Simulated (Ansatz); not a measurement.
# C₂H₅F₃OZr: basis-set convergence

The task here is to estimate one member of a computed series from the others.

Method: one geometry, several basis sets; program: Ansatz 0.2.0, Gaussian basis.

Plan: PBE0-D4/def2-SVP; ωB97M-V/def2-SVP; PBE0-D4/def2-QZVPP; ωB97M-V/def2-QZVPP; the functionals' def2-TZVPP values are taken from earlier runs.

### Structure used throughout

All runs share one geometry, relaxed beforehand with PBE0-D4 in a triple-zeta def2 set. Zr takes the def2 core potential; no spin-orbit term is included.

SMILES `CC[O][Zr]([F])([F])[F]`, 12 atoms, charge 0, spin multiplicity 1.

Atoms are counted from 1 here; the program's logs count them from 0.

Bond lengths: C1–C2 1.511 Å, C1–H8 1.092 Å, C1–H9 1.092 Å, C1–H10 1.093 Å, C2–O3 1.403 Å, C2–H11 1.095 Å, C2–H12 1.095 Å, O3–Zr4 1.890 Å, Zr4–F5 1.909 Å, Zr4–F6 1.909 Å, Zr4–F7 1.909 Å. Angles: C2–C1–H8 110.8°, C2–C1–H9 110.8°, C2–C1–H10 110.1°, H8–C1–H9 108.5°, H8–C1–H10 108.3°, H9–C1–H10 108.3°, C1–C2–O3 111.2°, C1–C2–H11 110.6°, C1–C2–H12 110.6°, O3–C2–H11 108.3°, O3–C2–H12 108.4°, H11–C2–H12 107.5°, C2–O3–Zr4 177.2°, O3–Zr4–F5 109.2°, O3–Zr4–F6 109.1°, O3–Zr4–F7 109.1°, F5–Zr4–F6 109.7°, F5–Zr4–F7 109.9° and more.

Coordinates:

```mol
C2H5F3OZr
  3D, bonds by distance, orders not assigned

 12 11  0  0  0  0  0  0  0  0999 V2000
    0.4910   -1.7914    0.2456 C   0  0
    0.1643   -0.8224   -0.8662 C   0  0
   -0.1372    0.4504   -0.3589 O   0  0
   -0.5395    2.1295    0.4091 Zr  0  0
   -2.0127    2.9094   -0.5209 F   0  0
   -0.9939    1.8839    2.2465 F   0  0
    0.9894    3.2639    0.2706 F   0  0
   -0.3527   -1.8932    0.9313 H   0  0
    1.3596   -1.4509    0.8134 H   0  0
    0.7176   -2.7763   -0.1694 H   0  0
    1.0101   -0.7273   -1.5558 H   0  0
   -0.6959   -1.1756   -1.4453 H   0  0
  1  2  8  0
  2  3  8  0
  3  4  8  0
  4  5  8  0
  4  6  8  0
  4  7  8  0
  1  8  8  0
  1  9  8  0
  1 10  8  0
  2 11  8  0
  2 12  8  0
M  END
```

Set-up of the first run:

The input, in.yaml:

```yaml
crystal:
  periodic: [false, false, false]
  atoms:
    - {symbol: C, position_ang: [0.491046, -1.791415, 0.245621]}
    - {symbol: C, position_ang: [0.164314, -0.822438, -0.866200]}
    - {symbol: O, position_ang: [-0.137186, 0.450354, -0.358865]}
    - {symbol: Zr, position_ang: [-0.539544, 2.129541, 0.409052]}
    - {symbol: F, position_ang: [-2.012745, 2.909434, -0.520920]}
    - {symbol: F, position_ang: [-0.993895, 1.883934, 2.246474]}
    - {symbol: F, position_ang: [0.989422, 3.263905, 0.270597]}
    - {symbol: H, position_ang: [-0.352747, -1.893224, 0.931312]}
    - {symbol: H, position_ang: [1.359560, -1.450870, 0.813435]}
    - {symbol: H, position_ang: [0.717595, -2.776335, -0.169388]}
    - {symbol: H, position_ang: [1.010069, -0.727337, -1.555816]}
    - {symbol: H, position_ang: [-0.695890, -1.175550, -1.445302]}
basis:
  gaussian: {orbitals: def2-SVP}
hamiltonian: {xc: pbe0, dispersion: d4}
output: {orbitals: {seedname: orbitals}}
```

On the command line:

```bash
$ ansatz run in.yaml --threads 4 --pin off --events-out ev --progress --plain --max-ram 11315MiB
```

Among the steps run: PBE0-D4 in def2-SVP; ωB97M-V in def2-SVP; PBE0-D4 in def2-QZVPP; ωB97M-V in def2-QZVPP.

One of the session's tables, all rows but one given; the rest of the session is left out.

It belongs to the step «Functionals by basis». 

| functional | basis | HOMO (eV) |
| --- | --- | --- |
| PBE0-D4 | def2-SVP | -8.90 |
| PBE0-D4 | def2-TZVPP | ? |
| PBE0-D4 | def2-QZVPP | -8.96 |
| ωB97M-V | def2-SVP | -11.26 |
| ωB97M-V | def2-TZVPP | -11.32 |
| ωB97M-V | def2-QZVPP | -11.33 |

**Question.** Estimate the row for PBE0-D4, def2-TZVPP.

As computed: HOMO (eV): -8.95. In the column «HOMO (eV)» it lies between PBE0-D4, def2-QZVPP (-8.96) and PBE0-D4, def2-SVP (-8.90).
